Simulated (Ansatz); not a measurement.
# C2H5OSi: the cost of one run

All numbers below are computed with Ansatz 0.2.0 (UKS B3LYP-D4/def2-SVP).

## 1. Starting point

Bond lengths: C1–O2 1.418 Å, O2–C3 1.280 Å, C3–Si4 1.862 Å, C1–H5 1.092 Å, C1–H6 1.092 Å, C1–H7 1.091 Å, C3–H8 1.100 Å, Si4–H9 1.465 Å. Angles: C1–O2–C3 122.4°, O2–C1–H5 107.7°, O2–C1–H6 107.9°, O2–C1–H7 112.1°, H5–C1–H6 108.2°, H5–C1–H7 110.3°, H6–C1–H7 110.5°, O2–C3–Si4 121.7°, O2–C3–H8 116.7°, Si4–C3–H8 117.0°, C3–Si4–H9 106.4°.

Structure file:

```xyz
9

C    -0.5435    1.4095    0.1240
O     0.1189    0.2258    0.5357
C     0.2306   -0.7975   -0.2258
Si    1.5721   -2.0646    0.0262
H    -1.3499    1.6034    0.8346
H     0.1719    2.2327    0.1863
H    -0.9432    1.3260   -0.8882
H    -0.1888   -0.7083   -1.2387
H     0.9318   -3.2269    0.6459
```

## 2. End point A

The input, input.yaml:

```yaml
crystal:
  periodic: [false, false, false]
  atoms:
    - { symbol: C, position_ang: [-0.54347, 1.40947, 0.12399] }
    - { symbol: O, position_ang: [0.11894, 0.22579, 0.53573] }
    - { symbol: C, position_ang: [0.23057, -0.7975, -0.22584] }
    - { symbol: Si, position_ang: [1.5721, -2.06459, 0.02621] }
    - { symbol: H, position_ang: [-1.34988, 1.6034, 0.83463] }
    - { symbol: H, position_ang: [0.17187, 2.23265, 0.18631] }
    - { symbol: H, position_ang: [-0.94317, 1.32599, -0.88819] }
    - { symbol: H, position_ang: [-0.18876, -0.70834, -1.23869] }
    - { symbol: H, position_ang: [0.9318, -3.22687, 0.64585] }
total_charge: 1
magnetization:
  spin_polarized: true
basis:
  gaussian: { orbitals: def2-SVP }
hamiltonian:
  xc: b3lyp
  dispersion: d4
relax:
  f_tol: 0.02
  max_steps: 50
```

On the command line:

```console
$ ansatz run input.yaml --threads 2 --pin off --max-ram 3072MiB --backend cpu --events-out ev --progress --plain --runs-dir out
```

Q: Estimate wall time and peak memory on 2 threads of INTEL XEON PLATINUM 8581C at 2.30GHz (Emerald Rapids), shared host.

About 14 s, with a peak of 0.23 GiB.
